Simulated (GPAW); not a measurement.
Crystal: Co3Si.

```
CELL_PARAMETERS angstrom
4.97647 0.00000 0.00000
-2.48824 4.30975 0.00000
0.00000 0.00000 3.97279
ATOMIC_POSITIONS crystal
Co 0.83253 0.16747 0.25000
Co 0.33494 0.16747 0.25000
Co 0.83253 0.66506 0.25000
Co 0.16747 0.83253 0.75000
Co 0.66506 0.83253 0.75000
Co 0.16747 0.33494 0.75000
Si 0.33333 0.66667 0.25000
Si 0.66667 0.33333 0.75000
```

The cell comes from a database or a generator and needn't be the stable form of this composition.

Base run:

| Item | Value |
| --- | --- |
| Program | GPAW 26.7.0 |
| Functional | PBEsol |
| Potentials or basis | PAW data sets generated in the run's folder for this functional |
| Cutoff | 600 eV |
| Basis | pw |
| k mesh | 6 × 6 × 7 |
| Occupations | fermi-dirac, width 0.05 eV |
| Spin | collinear spin, ferromagnetic start |
| Starting moments | [2.0, 2.0, 2.0, 2.0, 2.0, 2.0, 0.0, 0.0] μB |

Its results: pressure -7.4 GPa; net moment 5.52 μB per cell; site moments Co +0.97; Si -0.06 μB; largest force 0.075 eV/Å.

Q: The run is repeated on the same cell with these changes: k mesh from 6 × 6 × 7 to 4 × 4 × 5. What comes out?

A: Pressure -8.5 GPa; net moment 4.67 μB per cell; site moments Co +0.82; Si -0.05 μB; largest force 0.007 eV/Å.

Caveats: some runs use coarse meshes.
